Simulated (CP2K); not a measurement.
A run of CP2K 2026.2:

hf_scf.inp

```
&GLOBAL
  PROJECT hf_scf
  RUN_TYPE ENERGY_FORCE
  PRINT_LEVEL LOW
&END GLOBAL
&FORCE_EVAL
  METHOD QS
  STRESS_TENSOR ANALYTICAL
  &DFT
    BASIS_SET_FILE_NAME BASIS_MOLOPT_UZH
    POTENTIAL_FILE_NAME POTENTIAL_UZH
    &MGRID
      CUTOFF 450
      REL_CUTOFF 60
      NGRIDS 5
    &END MGRID
    &QS
      METHOD GPW
      EPS_DEFAULT 1.0E-10
    &END QS
    &KPOINTS
      SCHEME MONKHORST-PACK 10 10 5
      GAMMA_CENTERED T
      SYMMETRY T
      SYMMETRY_BACKEND SPGLIB
    &END KPOINTS
    &SCF
      SCF_GUESS ATOMIC
      EPS_SCF 1.0E-6
      MAX_SCF 100
      ADDED_MOS 16
      CHOLESKY OFF
      EPS_EIGVAL 1.0E-7
      &DIAGONALIZATION ON
        ALGORITHM STANDARD
      &END DIAGONALIZATION
      &MIXING ON
        METHOD BROYDEN_MIXING
        ALPHA 0.4
        BETA 1.5
        NBUFFER 8
      &END MIXING
      &SMEAR ON
        METHOD FERMI_DIRAC
        ELECTRONIC_TEMPERATURE [K] 580.226
      &END SMEAR
    &END SCF
    &XC
      &XC_FUNCTIONAL
        &GGA_X_PBE_SOL
        &END GGA_X_PBE_SOL
        &GGA_C_PBE_SOL
        &END GGA_C_PBE_SOL
      &END XC_FUNCTIONAL
    &END XC
    &PRINT
      &KPOINTS ON
      &END KPOINTS
      &MULLIKEN ON
      &END MULLIKEN
      &MO ON
        ENERGIES T
        OCCUPATION_NUMBERS T
        &EACH
          QS_SCF 0
        &END EACH
        ADD_LAST NUMERIC
      &END MO
      &LOWDIN ON
      &END LOWDIN
      &HIRSHFELD ON
        SHAPE_FUNCTION DENSITY
      &END HIRSHFELD
    &END PRINT
  &END DFT
  &SUBSYS
    &CELL
      ABC 3.1967000000 3.1967000000 5.0578000000
      ALPHA_BETA_GAMMA 90.0000000000 90.0000000000 119.9999999998
      PERIODIC XYZ
    &END CELL
    &COORD
      SCALED
      Hf  0.6666666667 0.3333333333 0.7500000000
      Hf  0.3333333333 0.6666666667 0.2500000000
    &END COORD
    &KIND Hf
      BASIS_SET TZVP-MOLOPT-PBE-GTH-q12
      POTENTIAL GTH-PBE-q12
    &END KIND
    &PRINT
      &ATOMIC_COORDINATES ON
      &END ATOMIC_COORDINATES
      &CELL ON
      &END CELL
      &SYMMETRY ON
      &END SYMMETRY
    &END PRINT
  &END SUBSYS
  &PRINT
    &FORCES ON
    &END FORCES
    &STRESS_TENSOR ON
    &END STRESS_TENSOR
  &END PRINT
&END FORCE_EVAL
```

Potentials or basis: POTENTIAL_UZH Hf GTH-PBE-q12; TZVP-MOLOPT-PBE-GTH basis.

The run is started by

```console
$ OMP_NUM_THREADS=1 cp2k.psmp -i hf_scf.inp -o hf_scf.out
```

Hardware: 1 thread of Arm Neoverse V2, with other jobs on the host.

Question: Estimate the wall time of this run.

Answer: Wall time 62 s on 1 thread of Arm Neoverse V2, on a shared host, peak memory 0.37 GiB. Counts: scf iterations 12, k points 42, basis 70, bands 28, force evaluations 1.
